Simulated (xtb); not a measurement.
# doublet C2H9SSi: GFN1-xTB (GBSA thf, reference state reference)

We compute a geometry optimisation of doublet C2H9SSi. 

The results are computed with xtb 6.7.1.

2 further runs of the same task are left out: 1 that didn't finish, 1 set aside as unsound or not needed.

## Step 1: The system as given

The species is C2H9SSi (13 atoms), meant as a doublet with charge 0. As SMILES of the parent species, `C[S+](C)[SiH3]`. The coordinates come from a GFN2-xTB relaxation. That shape belongs to the parent species and isn't relaxed for this state. The run starts from this shape.

Bond lengths: C1–S2 1.814 Å, S2–C3 1.814 Å, S2–Si4 2.312 Å, C1–H5 1.087 Å, C1–H6 1.086 Å, C1–H7 1.086 Å, C3–H8 1.087 Å, C3–H9 1.086 Å, C3–H10 1.086 Å, Si4–H11 1.461 Å, Si4–H12 1.455 Å, Si4–H13 1.454 Å. Some angles: C1–S2–C3 100.3°, C1–S2–Si4 101.3°, C3–S2–Si4 101.3°, S2–C1–H5 108.1°, S2–C1–H6 107.8°, S2–C1–H7 110.8°, S2–C3–H8 108.1°, S2–C3–H9 107.9°, S2–C3–H10 110.8°, S2–Si4–H11 100.1°.

## Step 2: A structure relaxation at GFN1-xTB (GBSA thf, reference state reference)

File struc.sdf:

```

     RDKit          3D

 13 12  0  0  0  0  0  0  0  0999 V2000
   -0.2960    1.6380   -0.1792 C   0  0  0  0  0  0  0  0  0  0  0  0
    0.6817    0.1720   -0.6110 S   0  0  0  0  0  3  0  0  0  0  0  0
    1.2807   -0.3128    1.0314 C   0  0  0  0  0  0  0  0  0  0  0  0
   -0.9810   -1.3948   -0.9678 Si  0  0  0  0  0  4  0  0  0  0  0  0
    0.3878    2.4113    0.1605 H   0  0  0  0  0  0  0  0  0  0  0  0
   -0.7996    1.9786   -1.0786 H   0  0  0  0  0  0  0  0  0  0  0  0
   -1.0186    1.4052    0.5967 H   0  0  0  0  0  0  0  0  0  0  0  0
    1.9791    0.4465    1.3733 H   0  0  0  0  0  0  0  0  0  0  0  0
    1.8047   -1.2579    0.9292 H   0  0  0  0  0  0  0  0  0  0  0  0
    0.4556   -0.4089    1.7303 H   0  0  0  0  0  0  0  0  0  0  0  0
   -1.7439   -1.2464    0.2688 H   0  0  0  0  0  0  0  0  0  0  0  0
   -1.5842   -0.8371   -2.1683 H   0  0  0  0  0  0  0  0  0  0  0  0
   -0.1663   -2.5936   -1.0854 H   0  0  0  0  0  0  0  0  0  0  0  0
  2  1  1  0
  3  2  1  0
  4  2  1  0
  5  1  1  0
  6  1  1  0
  7  1  1  0
  8  3  1  0
  9  3  1  0
 10  3  1  0
 11  4  1  0
 12  4  1  0
 13  4  1  0
M  RAD  1   2   2
M  END
$$$$
```

Run with:

```
$ xtb struc.sdf --gfn1 -u 1 --opt normal --gbsa thf reference --parallel 1 > struc.out
```

What values should one expect? Wanted: total energy at the end; dipole moment; HOMO energy; LUMO energy; dispersion energy; solvent term in the energy.

Computed results:

At GFN1-xTB (GBSA thf, reference state reference):

| quantity | value |
| --- | --- |
| total energy at the end | -14.55756 Eh |
| dipole moment | 4.79 D |
| HOMO energy (partly filled) | -7.96 eV |
| LUMO energy | -6.01 eV |
| dispersion energy | -13.03 kJ/mol |
| solvent term in the energy | -27.6 kJ/mol |

What this shows: At the final geometry: Bond lengths: C1–S2 1.812 Å, S2–C3 1.812 Å, C1–H5 1.086 Å, C1–H6 1.087 Å, C1–H7 1.088 Å, C3–H8 1.086 Å, C3–H9 1.087 Å, C3–H10 1.088 Å, Si4–H11 1.457 Å, Si4–H12 1.459 Å, Si4–H13 1.458 Å. Some angles: C1–S2–C3 100.4°, S2–C1–H5 109.6°, S2–C1–H6 106.7°, S2–C1–H7 111.5°, S2–C3–H8 109.6°, S2–C3–H9 106.7°, S2–C3–H10 111.5°, H5–C1–H6 109.5°, H5–C1–H7 109.8°, H6–C1–H7 109.7°. The optimisation took 17 steps and changed the energy by -0.561 eV.
